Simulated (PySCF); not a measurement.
# TiOOH: structure of the doublet

Where does doublet TiOOH go from a bent start, is the end point a minimum, and what are its modes, charges and moments?

Program: PySCF 2.14.0. Level of theory: PBE0, basis Ti def2-TZVP, O def2-TZVP, H def2-TZVP, no relativity, density fitting. These are calculated values, not measurements.

### 1 Starting geometry

4 atoms, charge 0, spin multiplicity 2.

Bond lengths: Ti1–O2 1.740 Å, Ti1–O3 1.990 Å, O3–H4 0.960 Å. Angles: O2–Ti1–O3 110.0°, Ti1–O3–H4 130.0°.

Coordinates in bohr (charge 0 multiplicity 2):
```
Ti    0.0000    0.0000    0.0000
O     2.6934    0.0000    1.8859
O    -3.0804    0.0000    2.1569
H    -4.0357    1.3897    2.8259
```

### 2 The SCF at the typed geometry

One driver script runs all steps and calls PySCF; scf.py shows how it sets up the SCF of each step. The optimiser is the driver's own. After this first run the driver tries any further starts and a stability analysis.

The input, scf.py:

```python
from pyscf import gto, scf, dft
mol = gto.M(atom='''
Ti     0.000000     0.000000     0.000000
O      1.425300     0.000000     0.998000
O     -1.630100     0.000000     1.141400
H     -2.135600     0.735400     1.495400''',
    basis={'Ti': 'def2-TZVP', 'O': 'def2-TZVP', 'H': 'def2-TZVP'},
    charge=0, spin=1)
mf = dft.UKS(mol, xc='PBE0')
mf.grids.atom_grid = (50, 194)
aux = {'Ti': 'def2-universal-JKFIT', 'O': 'def2-universal-JKFIT', 'H': 'def2-universal-JKFIT'}
mf = mf.density_fit(auxbasis=aux)
mf.conv_tol = 1e-08
mf.diis_space = 10
mf.max_cycle = 60
mf.init_guess = 'minao'
mf.verbose = 4
mf.kernel()
```

Command:

```bash
> OMP_NUM_THREADS=4 python axn.py task.json out
```

Output:

```text
[... the frontier levels of the middle cycles are left out ...]
init E= -999.889929926631
[... the frontier-level lines of each cycle are left out ...]
cycle= 1 E= -999.580768271456  delta_E= 0.309  |g|=  1.2  |ddm|=  1.4
cycle= 2 E= -977.13038749322  delta_E= 22.5  |g|= 7.09  |ddm|= 2.79
cycle= 3 E= -996.952894177693  delta_E= -19.8  |g|= 2.97  |ddm|= 2.05
cycle= 4 E= -999.457378752138  delta_E= -2.5  |g|= 1.45  |ddm|=  1.1
cycle= 5 E= -999.647531920247  delta_E= -0.19  |g|= 1.33  |ddm|= 0.754
cycle= 6 E= -1000.05104027256  delta_E= -0.404  |g|= 0.724  |ddm|= 0.219
cycle= 7 E= -1000.22962097266  delta_E= -0.179  |g|= 0.176  |ddm|= 0.267
cycle= 8 E= -1000.24110847446  delta_E= -0.0115  |g|= 0.0275  |ddm|= 0.0886
cycle= 9 E= -1000.24184266267  delta_E= -0.000734  |g|= 0.0314  |ddm|= 0.0609
cycle= 10 E= -1000.24267217391  delta_E= -0.00083  |g|= 0.0101  |ddm|= 0.0499
cycle= 11 E= -1000.24316925894  delta_E= -0.000497  |g|= 0.00519  |ddm|= 0.0671
cycle= 12 E= -1000.24337790153  delta_E= -0.000209  |g|= 0.00388  |ddm|= 0.0556
cycle= 13 E= -1000.2434201303  delta_E= -4.22e-05  |g|= 0.00168  |ddm|= 0.0198
cycle= 14 E= -1000.24343845216  delta_E= -1.83e-05  |g|= 0.000853  |ddm|= 0.0141
[... 4 cycles left out ...]
cycle= 19 E= -1000.24353953548  delta_E= -4.13e-05  |g|= 0.000653  |ddm|= 0.0333
cycle= 20 E= -1000.24354774783  delta_E= -8.21e-06  |g|= 0.000591  |ddm|= 0.00699
cycle= 21 E= -1000.24360920057  delta_E= -6.15e-05  |g|= 0.00152  |ddm|= 0.0642
cycle= 22 E= -1000.24363648143  delta_E= -2.73e-05  |g|= 0.00166  |ddm|= 0.0396
cycle= 23 E= -1000.24364196872  delta_E= -5.49e-06  |g|= 0.00169  |ddm|= 0.00966
cycle= 24 E= -1000.24363841527  delta_E= 3.55e-06  |g|= 0.000521  |ddm|= 0.0108
cycle= 25 E= -1000.24366001729  delta_E= -2.16e-05  |g|= 0.0025  |ddm|= 0.0628
cycle= 26 E= -1000.24366098183  delta_E= -9.65e-07  |g|= 0.00187  |ddm|= 0.00314
cycle= 27 E= -1000.24366564462  delta_E= -4.66e-06  |g|= 0.00128  |ddm|= 0.0213
cycle= 28 E= -1000.24366633605  delta_E= -6.91e-07  |g|= 0.000741  |ddm|= 0.00123
cycle= 29 E= -1000.24366742005  delta_E= -1.08e-06  |g|= 0.000494  |ddm|= 0.013
cycle= 30 E= -1000.24366770567  delta_E= -2.86e-07  |g|= 3.44e-05  |ddm|= 0.00368
cycle= 31 E= -1000.24366771796  delta_E= -1.23e-08  |g|= 0.000101  |ddm|= 0.000871
cycle= 32 E= -1000.24366772394  delta_E= -5.98e-09  |g|= 1.09e-05  |ddm|= 0.00017
Extra cycle  E= -1000.24366772369  delta_E= 2.49e-10  |g|= 3.03e-05  |ddm|= 2.32e-05
converged SCF energy = -1000.24366772369  <S^2> = 0.76665705  2S+1 = 2.0165883
```

This step, with its further starts and checks, ran for 20 s (4 threads of Arm Neoverse V2, shared host).

The starts that the driver tried:

```tsv
start	energy (Eh)
the minimal-basis guess	-1000.243668
a thermally smeared density	-1000.243668
a smeared PBE density	-1000.243668
```

The test of internal stability and the other starts found no lower solution of this spin.

### 3 Bent start, doublet: relaxation

The program finds C1 symmetry in the start. Threshold on the gradient: 0.0003 Eh/bohr, with a further test on the energy change.

scf.py: that of step 2 with these lines changed.

```diff
@@ -3,4 +3,4 @@
-Ti     0.000000     0.000000     0.000000
-O      1.425300     0.000000     0.998000
-O     -1.630100     0.000000     1.141400
-H     -2.135600     0.735400     1.495400''',
+Ti     0.067058    -0.009156    -0.441366
+O      1.492358    -0.009156     0.556634
+O     -1.563042    -0.009156     0.700034
+H     -2.068542     0.726244     1.054034''',
@@ -16 +15,0 @@
-mf.init_guess = 'minao'
```

Steps of the walk:

```tsv
step	energy (Eh)	change (kJ/mol)	largest gradient (Eh/bohr)
0	-1000.243668	0.00	0.09583
1	-1000.264796	-55.47	0.02381
2	-1000.268074	-64.08	0.02474
3	-1000.268633	-65.55	0.01927
4	-1000.270750	-71.10	0.02571
5	-1000.271891	-74.10	0.00532
6	-1000.272673	-76.15	0.00509
7	-1000.273100	-77.27	0.00782
8	-1000.273190	-77.51	0.00167
9	-1000.273216	-77.58	0.00118
10	-1000.273247	-77.66	0.00095
11	-1000.273278	-77.74	0.00069
12	-1000.273292	-77.78	0.00039
13	-1000.273296	-77.79	0.00035
14	-1000.273298	-77.79	0.00021
```

The walk took 37 s.

After 14 steps and 77.8 kJ/mol it ends at Cs: O–H 0.956 Å, Ti–O 1.612 Å, Ti–O 1.829 Å; H–O–Ti 132.5°, O–Ti–O 117.0°.

### 4 Is it a minimum? Harmonic modes

The point is checked on the finer grid, and tightened if its gradient asks for it. The Hessian and the dipole derivatives come from central differences of analytic gradients, with steps of 0.02 bohr.

scf.py: that of step 3 with these lines changed.

```diff
@@ -3,4 +3,4 @@
-Ti     0.067058    -0.009156    -0.441366
-O      1.492358    -0.009156     0.556634
-O     -1.563042    -0.009156     0.700034
-H     -2.068542     0.726244     1.054034''',
+Ti     0.088568    -0.167787    -0.335962
+O      1.384343     0.205794     0.545915
+O     -1.540077     0.252659     0.379787
+H     -1.797184     0.665690     1.203301''',
@@ -10 +10 @@
-mf.grids.atom_grid = (50, 194)
+mf.grids.atom_grid = (75, 302)
@@ -13 +13 @@
-mf.conv_tol = 1e-08
+mf.conv_tol = 1e-10
```

This SCF starts from the last density.

Log of the central SCF (cycles and frontier levels):

```text
init E= -1000.27336059383
[... the frontier-level lines of each cycle are left out ...]
cycle= 1 E= -1000.27336059382  delta_E= 6.59e-12  |g|= 8.58e-07  |ddm|= 7.49e-07
Extra cycle  E= -1000.27336059382  delta_E= 1.82e-12  |g|= 2.92e-06  |ddm|= 1.69e-06
converged SCF energy = -1000.27336059382  <S^2> = 0.75696076  2S+1 = 2.0069487
```

The whole step took 77 s.

Geometry: Cs; O–H 0.956 Å, Ti–O 1.611 Å, Ti–O 1.828 Å; H–O–Ti 132.5°, O–Ti–O 116.7°.

Modes, for the most abundant isotopes:

```
symmetry  ω (cm⁻¹)  IR (km/mol)
      a'       163         19.3
     a''       433          189
      a'       461          163
      a'       713          188
      a'      1045          330
      a'      3947          180
```

Every mode is real; the point is a minimum.

Constants and moments:

```
Dipole moment                                                   : 3.90 D
Highest occupied level                                          : -5.20 eV
Lowest empty level                                              : -2.24 eV
Rotational constants                                            : 0.9785, 0.2327, 0.188 cm⁻¹
Zero-point energy                                               : 40.4 kJ/mol
Principal polarisabilities                                      : 45.5, 52.3, 84.7 bohr³
Atomisation energy without zero-point energy                    : 1554 kJ/mol
Principal traceless quadrupole moments about the centre of mass : -12.75, -0.30, 13.05 D Å
Entropy at 298.15 K and 1 bar (electronic part: spin only)      : 285.1 J/(mol K)
Heat capacity Cp at 298.15 K                                    : 57.4 J/(mol K)
Enthalpy at 298.15 K above 0 K                                  : 13.31 kJ/mol
Rotational symmetry number                                      : 1
Spin squared ⟨S²⟩                                               : 0.757
```

Populations by atom (charges in e):

| atom | Mulliken | Löwdin | polar tensor | spin (Mulliken) | Mayer order to Ti1 |
| --- | --- | --- | --- | --- | --- |
| Ti1 | 1.02 | 0.44 | 1.72 | 1.10 | – |
| O2 | -0.59 | -0.27 | -1.01 | -0.07 | 2.19 |
| O3 | -0.77 | -0.33 | -1.05 | -0.02 | 0.97 |
| H4 | 0.33 | 0.16 | 0.34 | 0.00 | 0.02 |

Outer orbital energies (eV). α occupied: -23.51, -13.25, -9.43, -9.04, -8.68, -8.58, -8.51, -5.20; empty: -2.24, -1.60, -0.11, 0.19. β occupied: -26.51, -23.64, -13.23, -9.40, -9.06, -8.69, -8.63, -8.47; empty: -2.04, -1.05, -0.73, 0.34.

Mulliken populations on Ti1: s 6.33, p 12.19, d 2.42, f 0.04.

### 5 Summary of results

| quantity | value |
| --- | --- |
| minimum | doublet, Cs |
| geometry | O–H 0.956 Å, Ti–O 1.611 Å, Ti–O 1.828 Å; H–O–Ti 132.5°, O–Ti–O 116.7° |
| wavenumbers (cm⁻¹) | 163 (a'), 433 (a''), 461 (a'), 713 (a'), 1045 (a'), 3947 (a') |
| dipole moment | 3.90 D |
| highest occupied, lowest empty level (either spin) | -5.20, -2.24 eV |
| polar-tensor charge of Ti1 | +1.72 e |
| zero-point energy | 40.4 kJ/mol |
| entropy at 298.15 K | 285.1 J/(mol K) |
| atomisation energy (no zero-point energy) | 1554 kJ/mol |
| ⟨S²⟩ | 0.757 |

In words: The bent start (C1) ends in a minimum of Cs symmetry. In the infrared the band at 1045 cm⁻¹ (a') leads. Most of the spin sits on Ti1 (Mulliken spin 1.10, against 1 for the whole molecule). Only this shape and spin were tried, so other structures or states may lie lower. One determinant may miss the lowest occupation of an open d or f shell.

The search up to here took 2.2 min.
